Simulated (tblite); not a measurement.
# C2H12O3SSi3: the cost of one run

Programs: PySCF 2.14.0 with density-fitted response routines of our own, and tblite 0.8.0. All values are computed, except where a source is named. Atoms count from 0 throughout.

### Step 1. The starting structure

21 atoms, charge 0, multiplicity 1; geometry from: MMFF94s geometry.

Bonds of the start (Å): C0–H10 1.09, C0–H11 1.10, C0–H9 1.10, C0–O1 1.43, C6–H15 1.09, C6–H16 1.09, C6–H17 1.10, O1–Si2 1.64, O5–C6 1.41, O7–Si8 1.64, S3–Si4 2.13, Si2–H12 1.47, Si2–H13 1.48, Si2–S3 2.13, Si4–H14 1.47, Si4–O5 1.66, Si4–O7 1.65, Si8–H18 1.49, Si8–H19 1.48, Si8–H20 1.49.

### Step 2. GFN2-xTB relaxation, conformer 1

The job: settings as JSON, then the geometry in Å.

```
{"job": {"xc": "GFN2-xTB", "basis": "xTB", "kind": "relax"}, "charge": 0, "multiplicity": 1}
C      3.707100    -0.112200     1.044300
O      2.480600    -0.555500     0.455500
Si     1.998900     0.131200    -0.957000
S      0.359400    -0.981500    -1.728200
Si    -1.051000    -0.228300    -0.322700
O     -2.406200    -1.190400    -0.397900
C     -2.340900    -2.484000     0.170000
O     -1.427600     1.317700    -0.767500
Si    -2.415000     2.528900    -0.256600
H      3.642900     0.954500     1.303500
H      4.548300    -0.302600     0.382000
H      3.856700    -0.671400     1.973900
H      3.104000     0.073000    -1.919100
H      1.644000     1.555300    -0.734700
H     -0.526900    -0.237700     1.054600
H     -1.626000    -3.123400    -0.341400
H     -3.329300    -2.942800     0.077900
H     -2.099000    -2.450300     1.241500
H     -2.090200     2.872600     1.154700
H     -2.193600     3.735100    -1.092500
H     -3.845000     2.128700    -0.340900
```

On the command line:

```
$ OMP_NUM_THREADS=1 python ens_run.py task.json out
```

One launch serves the whole session.

**Question.** How long does this first job take on 1 thread of Intel Xeon 6975P-C, shared host?

About 4.3 s.
